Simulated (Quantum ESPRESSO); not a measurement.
# NbTe (Pm-3m) in Quantum ESPRESSO: notebook, part 2 of 3

Quantum ESPRESSO 7.5. Earlier steps stand in the parts before.

**3. Phonon dispersion, PBE**

pw.in reads:

```
&CONTROL
  calculation = 'scf'
  prefix = 'pwscf'
  outdir = './tmp'
  pseudo_dir = './pseudo'
  tprnfor = .true.
  tstress = .true.
  disk_io = 'low'
/
&SYSTEM
  ibrav = 0
  nat = 2
  ntyp = 2
  ecutwfc = 45
  ecutrho = 360
  nbnd = 16
  occupations = 'smearing'
  smearing = 'mv'
  degauss = 0.01469973
/
&ELECTRONS
  conv_thr = 4d-10
  electron_maxstep = 120
  mixing_beta = 0.5
/
ATOMIC_SPECIES
Nb    92.9064 nb_pbe_v1.uspp.F.UPF
Te   127.6000 te_pbe_v1.uspp.F.UPF
CELL_PARAMETERS angstrom
   3.4257000000    0.0000000000    0.0000000000
   0.0000000000    3.4257000000    0.0000000000
   0.0000000000    0.0000000000    3.4257000000
ATOMIC_POSITIONS crystal
Nb     0.5000000000    0.5000000000    0.5000000000
Te     0.0000000000    0.0000000000    0.0000000000
K_POINTS automatic
6 6 6 0 0 0
```

relax.in reads:

```
&CONTROL
  calculation = 'vc-relax'
  prefix = 'pwscf'
  outdir = './tmp'
  pseudo_dir = './pseudo'
  tprnfor = .true.
  tstress = .true.
  disk_io = 'low'
  nstep = 40
  forc_conv_thr = 0.0001
  etot_conv_thr = 1d-06
/
&SYSTEM
  ibrav = 0
  nat = 2
  ntyp = 2
  ecutwfc = 45
  ecutrho = 360
  nbnd = 16
  occupations = 'smearing'
  smearing = 'mv'
  degauss = 0.01469973
/
&ELECTRONS
  conv_thr = 4d-10
  electron_maxstep = 120
  mixing_beta = 0.5
/
&IONS
  ion_dynamics = 'bfgs'
/
&CELL
  cell_dynamics = 'bfgs'
  press = 0
  press_conv_thr = 0.2
/
ATOMIC_SPECIES
Nb    92.9064 nb_pbe_v1.uspp.F.UPF
Te   127.6000 te_pbe_v1.uspp.F.UPF
CELL_PARAMETERS angstrom
   3.4257000000    0.0000000000    0.0000000000
   0.0000000000    3.4257000000    0.0000000000
   0.0000000000    0.0000000000    3.4257000000
ATOMIC_POSITIONS crystal
Nb     0.5000000000    0.5000000000    0.5000000000
Te     0.0000000000    0.0000000000    0.0000000000
K_POINTS automatic
6 6 6 0 0 0
```

scf2.in reads:

```
&CONTROL
  calculation = 'scf'
  prefix = 'pwscf'
  outdir = './tmp'
  pseudo_dir = './pseudo'
  tprnfor = .true.
  tstress = .true.
  disk_io = 'low'
/
&SYSTEM
  ibrav = 0
  nat = 2
  ntyp = 2
  ecutwfc = 45
  ecutrho = 360
  nbnd = 16
  occupations = 'smearing'
  smearing = 'mv'
  degauss = 0.01469973
/
&ELECTRONS
  conv_thr = 1d-13
  electron_maxstep = 120
  mixing_beta = 0.5
  startingpot = 'file'
  startingwfc = 'file'
/
ATOMIC_SPECIES
Nb    92.9064 nb_pbe_v1.uspp.F.UPF
Te   127.6000 te_pbe_v1.uspp.F.UPF
CELL_PARAMETERS angstrom
   3.4349791486    0.0000000000    0.0000000000
   0.0000000000    3.4349791486    0.0000000000
   0.0000000000    0.0000000000    3.4349791486
ATOMIC_POSITIONS crystal
Nb     0.5000000000    0.5000000000    0.5000000000
Te     0.0000000000    0.0000000000    0.0000000000
K_POINTS automatic
6 6 6 0 0 0
```

ph.in reads:

```
phonon_bands of NbTe
&INPUTPH
  prefix = 'pwscf'
  outdir = './tmp'
  tr2_ph = 1d-18
  fildyn = 'dyn'
  niter_ph = 90
  alpha_mix(1) = 0.4
  ldisp = .true.
  nq1 = 3
  nq2 = 3
  nq3 = 3
/
```

q2r.in reads:

```
&INPUT
  fildyn = 'dyn'
  zasr = 'crystal'
  flfrc = 'fc'
/
```

matdyn.in reads:

```
&INPUT
  asr = 'crystal'
  flfrc = 'fc'
  flfrq = 'freq'
  q_in_cryst_coord = .true.
  flvec = ' '
/
80
 0.0000000000  0.0000000000  0.0000000000
 0.0000000000  0.0500000000  0.0000000000
 0.0000000000  0.1000000000  0.0000000000
 0.0000000000  0.1500000000  0.0000000000
 0.0000000000  0.2000000000  0.0000000000
 0.0000000000  0.2500000000  0.0000000000
 0.0000000000  0.3000000000  0.0000000000
 0.0000000000  0.3500000000  0.0000000000
 0.0000000000  0.4000000000  0.0000000000
 0.0000000000  0.4500000000  0.0000000000
 0.0000000000  0.5000000000  0.0000000000
 0.0500000000  0.5000000000  0.0000000000
 0.1000000000  0.5000000000  0.0000000000
 0.1500000000  0.5000000000  0.0000000000
 0.2000000000  0.5000000000  0.0000000000
 0.2500000000  0.5000000000  0.0000000000
 0.3000000000  0.5000000000  0.0000000000
 0.3500000000  0.5000000000  0.0000000000
 0.4000000000  0.5000000000  0.0000000000
 0.4500000000  0.5000000000  0.0000000000
 0.5000000000  0.5000000000  0.0000000000
 0.4642857143  0.4642857143  0.0000000000
 0.4285714286  0.4285714286  0.0000000000
 0.3928571429  0.3928571429  0.0000000000
 0.3571428571  0.3571428571  0.0000000000
 0.3214285714  0.3214285714  0.0000000000
 0.2857142857  0.2857142857  0.0000000000
 0.2500000000  0.2500000000  0.0000000000
 0.2142857143  0.2142857143  0.0000000000
 0.1785714286  0.1785714286  0.0000000000
 0.1428571429  0.1428571429  0.0000000000
 0.1071428571  0.1071428571  0.0000000000
 0.0714285714  0.0714285714  0.0000000000
 0.0357142857  0.0357142857  0.0000000000
 0.0000000000  0.0000000000  0.0000000000
 0.0277777778  0.0277777778  0.0277777778
 0.0555555556  0.0555555556  0.0555555556
 0.0833333333  0.0833333333  0.0833333333
 0.1111111111  0.1111111111  0.1111111111
 0.1388888889  0.1388888889  0.1388888889
 0.1666666667  0.1666666667  0.1666666667
 0.1944444444  0.1944444444  0.1944444444
 0.2222222222  0.2222222222  0.2222222222
 0.2500000000  0.2500000000  0.2500000000
 0.2777777778  0.2777777778  0.2777777778
 0.3055555556  0.3055555556  0.3055555556
 0.3333333333  0.3333333333  0.3333333333
 0.3611111111  0.3611111111  0.3611111111
 0.3888888889  0.3888888889  0.3888888889
 0.4166666667  0.4166666667  0.4166666667
 0.4444444444  0.4444444444  0.4444444444
 0.4722222222  0.4722222222  0.4722222222
 0.5000000000  0.5000000000  0.5000000000
 0.4666666667  0.5000000000  0.4666666667
 0.4333333333  0.5000000000  0.4333333333
 0.4000000000  0.5000000000  0.4000000000
 0.3666666667  0.5000000000  0.3666666667
 0.3333333333  0.5000000000  0.3333333333
 0.3000000000  0.5000000000  0.3000000000
 0.2666666667  0.5000000000  0.2666666667
 0.2333333333  0.5000000000  0.2333333333
 0.2000000000  0.5000000000  0.2000000000
 0.1666666667  0.5000000000  0.1666666667
 0.1333333333  0.5000000000  0.1333333333
 0.1000000000  0.5000000000  0.1000000000
 0.0666666667  0.5000000000  0.0666666667
 0.0333333333  0.5000000000  0.0333333333
 0.0000000000  0.5000000000  0.0000000000
 0.5000000000  0.5000000000  0.0000000000
 0.5000000000  0.5000000000  0.0454545455
 0.5000000000  0.5000000000  0.0909090909
 0.5000000000  0.5000000000  0.1363636364
 0.5000000000  0.5000000000  0.1818181818
 0.5000000000  0.5000000000  0.2272727273
 0.5000000000  0.5000000000  0.2727272727
 0.5000000000  0.5000000000  0.3181818182
 0.5000000000  0.5000000000  0.3636363636
 0.5000000000  0.5000000000  0.4090909091
 0.5000000000  0.5000000000  0.4545454545
 0.5000000000  0.5000000000  0.5000000000
```

matdyn_dos.in reads:

```
&INPUT
  asr = 'crystal'
  flfrc = 'fc'
  dos = .true.
  fldos = 'phdos'
  nk1 = 9
  nk2 = 9
  nk3 = 9
  deltaE = 0.5
  flvec = ' '
  flfrq = ' '
/
```

matdyn_mesh.in reads:

```
&INPUT
  asr = 'crystal'
  flfrc = 'fc'
  flfrq = 'mesh'
  q_in_cryst_coord = .true.
  flvec = ' '
/
512
 0.06250000  0.06250000  0.06250000
 0.06250000  0.06250000  0.18750000
 0.06250000  0.06250000  0.31250000
[... 509 further points of the even 8 x 8 x 8 mesh, shifted by half a step ...]
```

Potentials or basis: GBRV 1.5 PBE.

Started as:

```console
$ OMP_NUM_THREADS=1 mpirun -n 4 pw.x -nk 4 -in pw.in > pw.out
$ OMP_NUM_THREADS=1 mpirun -n 4 pw.x -nk 4 -in relax.in > relax.out
$ OMP_NUM_THREADS=1 mpirun -n 4 pw.x -nk 4 -in scf2.in > scf2.out
$ OMP_NUM_THREADS=1 mpirun -n 4 ph.x -nk 4 -in ph.in > ph.out
$ OMP_NUM_THREADS=1 mpirun -n 1 q2r.x -in q2r.in > q2r.out
$ OMP_NUM_THREADS=1 mpirun -n 1 matdyn.x -in matdyn.in > matdyn.out
$ OMP_NUM_THREADS=1 mpirun -n 1 matdyn.x -in matdyn_dos.in > matdyn_dos.out
$ OMP_NUM_THREADS=1 mpirun -n 1 matdyn.x -in matdyn_mesh.in > matdyn_mesh.out
```

pw.out:

```text
This program is part of the open-source Quantum ESPRESSO suite
     for quantum simulation of materials; please cite
[... 6 lines left out ...]
     using ibrav=0 with symmetry is DISCOURAGED, use correct ibrav instead

     K-points division:     npool     =       4
     Subspace diagonalization in iterative solution of the eigenvalue problem:
     a serial algorithm will be used

     G-vector sticks info
     --------------------
     sticks:   dense  smooth     PW     G-vecs:    dense   smooth      PW
     Sum        1201     593    185                31439    11067    1935

     Using Slab Decomposition

     bravais-lattice index     =            0
     lattice parameter (alat)  =       6.4736  a.u.
     unit-cell volume          =     271.2967 (a.u.)^3
     number of atoms/cell      =            2
     number of atomic types    =            2
[... 165 lines left out ...]

   -40.1440 -16.1566 -16.1566 -16.1566   0.7564  12.4533  12.4533  13.9701
    13.9701  13.9701  16.1944  16.1944  16.1944  18.6970  23.3752  23.3752
[... 88 lines left out ...]
   -40.1109 -16.2993 -16.2993 -16.2496   4.1760   8.9220   8.9220  10.0406
    14.9914  16.2980  16.2980  17.7252  18.9376  19.7309  21.1551  21.1551

          k =-0.5000-0.5000-0.5000 (  1376 PWs)   bands (ev):

   -40.1080 -16.2919 -16.2919 -16.2919   4.8115   8.7257   8.7257   8.7257
    17.1259  17.1259  17.1259  17.7524  17.7524  20.0000  20.0000  20.0000

     the Fermi energy is    15.1289 ev

!    total energy              =    -144.43585054 Ry
     estimated scf accuracy    <          3.4E-11 Ry
     smearing contrib. (-TS)   =      -0.00172035 Ry
     internal energy E=F+TS    =    -144.43413019 Ry

     The total energy is F=E-TS. E is the sum of the following terms:
     one-electron contribution =     -24.00852424 Ry
     hartree contribution      =      21.77085544 Ry
     xc contribution           =     -33.02317342 Ry
     ewald contribution        =    -109.17328797 Ry

     convergence has been achieved in   9 iterations

     Forces acting on atoms (cartesian axes, Ry/au):

     atom    1 type  1   force =     0.00000000    0.00000000    0.00000000
     atom    2 type  2   force =     0.00000000    0.00000000    0.00000000

     Total force =     0.000000     Total SCF correction =     0.000000

     Computing stress (Cartesian axis) and pressure

          total   stress  (Ry/bohr**3)                   (kbar)     P=       11.19
   0.00007610   0.00000000   0.00000000           11.19        0.00        0.00
   0.00000000   0.00007610   0.00000000            0.00       11.19        0.00
   0.00000000   0.00000000   0.00007610            0.00        0.00       11.19

=------------------------------------------------------------------------------=
   JOB DONE.
=------------------------------------------------------------------------------=
```

scf2.out:

```text
This program is part of the open-source Quantum ESPRESSO suite
     for quantum simulation of materials; please cite
[... 6 lines left out ...]
     using ibrav=0 with symmetry is DISCOURAGED, use correct ibrav instead

     K-points division:     npool     =       4
[... 254 lines left out ...]
   0.00000009   0.00000000   0.00000000            0.01        0.00        0.00
   0.00000000   0.00000009   0.00000000            0.00        0.01        0.00
   0.00000000   0.00000000   0.00000009            0.00        0.00        0.01

=------------------------------------------------------------------------------=
   JOB DONE.
=------------------------------------------------------------------------------=
```

Wall time 8.5 min (4 MPI ranks of Arm Neoverse V1, shared host); peak memory 0.4 GiB.

Results:

```yaml
Free_energy: -1965.1512 eV
Relaxed_volume: 20.26 Å³/atom
Relaxed_cell: a = 3.435 Å, b = 3.435 Å, c = 3.435 Å, α = 90.00°, β = 90.00°, γ = 90.00°
Space_group_after_relaxing_to_0.05_Å: Pm-3m (No. 221)
Pressure_after_relaxing: 0.0 GPa
Band_gap_on_the_k_mesh: none (metal or under the smearing width)
Highest_phonon_frequency: 158 cm⁻¹
Zero-point_energy: 0.020 eV/atom
```

Step by step:
```tsv
step	energy change (eV)	largest force (eV/Å)	pressure (GPa)	volume (Å³)
1	0.0000	0.0000	1.12	40.20
2	-0.0010	0.0000	0.33	40.43
3	-0.0011	0.0000	0.01	40.53
4	-0.0011	0.0000	0.00	40.53
```

Final structure:
```
Nb Te
1.0
     3.43498    0.00000    0.00000
     0.00000    3.43498    0.00000
     0.00000    0.00000    3.43498
Nb Te
1 1
Direct
  0.50000 0.50000 0.50000
  0.00000 0.00000 0.00000
```

Levels at points of the mesh, in eV from the Fermi level:
```csv
k point,band 7,band 8,band 9,band 10,band 11,band 12
"(0.00, 0.00, 0.00)",-2.64,-1.17,-1.17,-1.17,1.05,1.05
"(0.00, 0.00, -0.50)",-2.72,-2.72,-1.75,1.33,2.27,4.46
"(0.00, -0.50, -0.50)",-5.49,-2.62,-0.38,-0.38,0.59,1.16
"(-0.50, -0.50, -0.50)",-6.35,-6.35,1.98,1.98,1.98,2.59
```

Phonon frequencies in cm⁻¹ (negative: imaginary):
| q point | frequencies |
| --- | --- |
| (0.000, 0.000, 0.000) | 0 0 0 131 131 131 |
| (0.000, 0.350, 0.000) | 88 89 89 141 141 147 |
| (0.200, 0.500, 0.000) | 66 94 109 125 128 155 |
| (0.464, 0.464, 0.000) | 22 28 54 111 143 144 |
| (0.214, 0.214, 0.000) | 50 78 113 130 131 131 |
| (0.028, 0.028, 0.028) | 11 11 23 131 131 131 |
| (0.222, 0.222, 0.222) | 81 81 113 119 129 129 |
| (0.417, 0.417, 0.417) | 78 85 85 132 139 139 |
| (0.367, 0.500, 0.367) | 75 79 92 125 136 140 |
| (0.133, 0.500, 0.133) | 66 109 115 116 128 155 |
| (0.500, 0.500, 0.091) | 32 32 63 108 143 143 |
| (0.500, 0.500, 0.409) | 82 82 86 136 140 140 |

Phonon frequencies at the corners of the path (cm⁻¹, interpolated; i marks imaginary ones):
| point | frequencies |
| --- | --- |
| Γ | 0 0 0 131 131 131 |
| X | 87 109 109 137 137 158 |
| M | 19 19 52 110 144 144 |
| R | 84 84 84 141 141 141 |

Phonon states per cell in windows of 10 cm⁻¹ (negative: imaginary):
```csv
from (cm⁻¹),total,Nb,Te
0,0.00,0.00,0.00
10,0.00,0.00,0.00
20,0.01,0.01,0.00
30,0.05,0.04,0.02
40,0.15,0.11,0.04
50,0.38,0.28,0.10
60,0.46,0.33,0.13
70,0.42,0.29,0.13
80,0.42,0.21,0.21
90,0.51,0.26,0.26
100,0.59,0.37,0.22
110,0.47,0.32,0.15
120,0.56,0.29,0.27
130,1.19,0.42,0.77
140,0.62,0.07,0.55
150,0.14,0.01,0.13
```

Harmonic thermodynamics per atom at this volume (zero-point energy 19.7 meV, Debye temperature from the second moment 205 K):
| T (K) | free energy (meV) | entropy (k_B) | heat capacity Cv (k_B) |
| --- | --- | --- | --- |
| 50 | 18.6 | 0.79 | 1.50 |
| 100 | 12.1 | 2.20 | 2.46 |
| 200 | -15.6 | 4.06 | 2.85 |
| 298.15 | -55.2 | 5.22 | 2.93 |
| 500 | -160.3 | 6.75 | 2.97 |
| 800 | -354.3 | 8.15 | 2.99 |

Caveat: the k mesh is coarse; the mesh is thin for the phonons of a metal.

(Part 2 of 3 ends here.)
